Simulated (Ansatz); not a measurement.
# KMgI3: the cost of one run

Program: Ansatz 0.2.0. PAW datasets, plane waves. These are computed values for a spin-unpolarised cell that may be hypothetical; none is a measurement.

## 1. The structure to begin with

The unstrained cell was relaxed with r2SCAN; in each strained cell the atoms were relaxed again with r2SCAN. Names of k-points are those of the unstrained zone, where strain can split equivalent points. First state: -3.0 % equal strain in all directions.

Space group Pm-3m (No. 221), cubic; conventional cell a = 5.639 Å, 35.87 Å³ an atom. K has 12 I at 3.99 Å; Mg has 6 I at 2.82 Å; I has 2 Mg at 2.82 Å and 4 K at 3.99 Å.

The structure in full:

Space group Pm-3m (No. 221). a = 5.639 Å, b = 5.639 Å, c = 5.639 Å, α = 90.00°, β = 90.00°, γ = 90.00°
```json
{"atom": "K", "site": "1a", "symmetry": "m-3m", "x": "0.0000", "y": "0.0000", "z": "0.0000"}
{"atom": "Mg", "site": "1b", "symmetry": "m-3m", "x": "0.5000", "y": "0.5000", "z": "0.5000"}
{"atom": "I", "site": "3c", "symmetry": "4/mm.m", "x": "0.5000", "y": "0.5000", "z": "0.0000"}
```

From earlier runs on the unstrained cell: PBE 1.23 eV, r2SCAN 1.87 eV, HSE06 2.12 eV; a = 5.814 Å.

## 2. -3.0 % equal strain in all directions: PBE

The input, input.yaml:

```yaml
crystal:
  lattice:
    - [5.6394409076, 0.0, 0.0]
    - [0.0, 5.6394409076, 0.0]
    - [0.0, 0.0, 5.6394409076]
  atoms:
    - { symbol: K, position: [0.0, 0.0, 0.0] }
    - { symbol: Mg, position: [0.5, 0.5, 0.5] }
    - { symbol: I, position: [0.5, 0.5, 0.0] }
    - { symbol: I, position: [0.5, 0.0, 0.5] }
    - { symbol: I, position: [0.0, 0.5, 0.5] }
kpoints:
  mp_grid: { grid: [4, 4, 4] }
  band_path:
    path: [[0.0, 0.0, 0.0], [0.0, 0.5, 0.0], [0.5, 0.5, 0.0], [0.5, 0.5, 0.5]]
    npoints: 1
hamiltonian:
  xc: pbe
scf:
  occupations: { method: fermi_dirac, width: 0.02 }
  n_extra_bands: 5
output:
  forces: true
  stress: true
  eigenvalues: true
```

Launch:

```console
$ ansatz run input.yaml --threads 4 --pin off --max-ram 4608MiB --backend cpu --events-out ev --progress --plain --runs-dir out
```

What time and memory should one allow on 4 threads of Arm Neoverse V1, shared host?

About 2.1 s, with a peak of 0.5 GiB.
